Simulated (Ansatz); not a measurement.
# InH₂+ (triplet): from Hartree-Fock to the top rungs at scale of all distances = 1.282, def2-TZVPP

Aim: climb from Hartree-Fock through coupled cluster and multireference methods for InH₂+ (triplet) at one geometry and basis, and see what each rung misses.

The runs use Ansatz 0.2.0, Gaussian basis; def2-TZVPP, core rule «outside noble gas», up to 9 orbitals frozen.

The runs, in order: UHF; CCSD(T) on ROHF; CCSD(T) on UHF; BCCD(T) on ROHF; CCSDT(Q) on ROHF; CCSDT(Q) on UHF; CASSCF and NEVPT2, 4 electrons in 4 orbitals; CASSCF and MRCISD+Q, 4 electrons in 6 orbitals; CASSCF and NEVPT2, 4 electrons in 6 orbitals; Full CI.

12 further runs of the same task are left out: 9 that didn't finish, 3 set aside as unsound or not needed.

**1. The geometry**

The geometry derives from a PBE0/def2-TZVP stationary point (not a proven minimum). All distances are scaled together. No spin-orbit coupling is included. Elements past krypton take def2 core potentials.

3 atoms, charge 1, spin multiplicity 3.

Atoms are counted from 1 here; the program's logs count them from 0.

No contacts short enough for the rule that draws bonds.

**2. UHF**

File in.yaml:

```yaml
crystal:
  periodic: [false, false, false]
  atoms:
    - {symbol: In, position_ang: [0.000000, 0.000000, -0.035388]}
    - {symbol: H, position_ang: [0.000000, 1.465702, 2.015579]}
    - {symbol: H, position_ang: [0.000000, -1.465702, 2.015579]}
basis:
  gaussian: {orbitals: def2-TZVPP}
total_charge: 1
magnetization: {spin_polarized: true, initial_magnetization: 2}
hamiltonian: {xc: hf}
output: {orbitals: {seedname: orbitals}}
```

Command:

```
$ ansatz run in.yaml --threads 1 --pin off --events-out ev --progress --plain --max-ram 2393MiB
```

Further steps of the session: CCSD(T) on ROHF; CCSD(T) on UHF; BCCD(T) on ROHF; CCSDT(Q) on ROHF; CCSDT(Q) on UHF; CASSCF and NEVPT2, 4 electrons in 4 orbitals; CASSCF and MRCISD+Q, 4 electrons in 6 orbitals; CASSCF and NEVPT2, 4 electrons in 6 orbitals; Full CI.

Q: Predict the results of all the runs planned. Wanted: FCI below the RHF energy; RMP2 from FCI; UMP2 from FCI; RCCSD from FCI; RCCSD(T) from FCI; UCCSD(T) from FCI; RCCSDT(Q) from FCI; UCCSDT(Q) from FCI; NEVPT2 pair from FCI.

**Answer**, as computed:

| quantity | value |
| --- | --- |
| FCI below the RHF energy | -1.1780 eV |
| RMP2 from FCI | +371.3 meV |
| UMP2 from FCI | +345.3 meV |
| RCCSD from FCI | +17.1 meV |
| RCCSD(T) from FCI | +4.7 meV |
| UCCSD(T) from FCI | -0.3 meV |
| RCCSDT(Q) from FCI | -0.3 meV |
| UCCSDT(Q) from FCI | -4.8 meV |
| NEVPT2 pair from FCI | +336.6 meV |
| NEVPT2 valence from FCI | +87.8 meV |
| MRCISD+Q valence from FCI | +14.5 meV |
| levels within 1 kcal/mol (43 meV) | RCCSD, UCCSD, RCCSD(T), UCCSD(T), BCCD(T), RCCSDT, UCCSDT, RCCSDT(Q), UCCSDT(Q), MRCISD valence, MRCISD+Q valence |
| T1 diagnostic | 0.048 |
| effectively unpaired electrons | 2.04 |

What this shows: RCCSD(T) misses by +4.7 meV, 0.4 % of the correlation energy. UCCSDT, UCCSDT(Q) fall below full CI: unrestricted runs freeze a spin-polarised core, another one than full CI's, and coupled cluster isn't variational. The occupations are near whole numbers, but T1 = 0.048 shows that the orbitals relax strongly. Of the multireference levels listed MRCISD+Q valence comes nearest in total energy (+14.5 meV), which doesn't show that its space is the better one. These misses are within one basis, not against nature; the frozen cores of restricted and unrestricted runs differ, which can shift their rows.
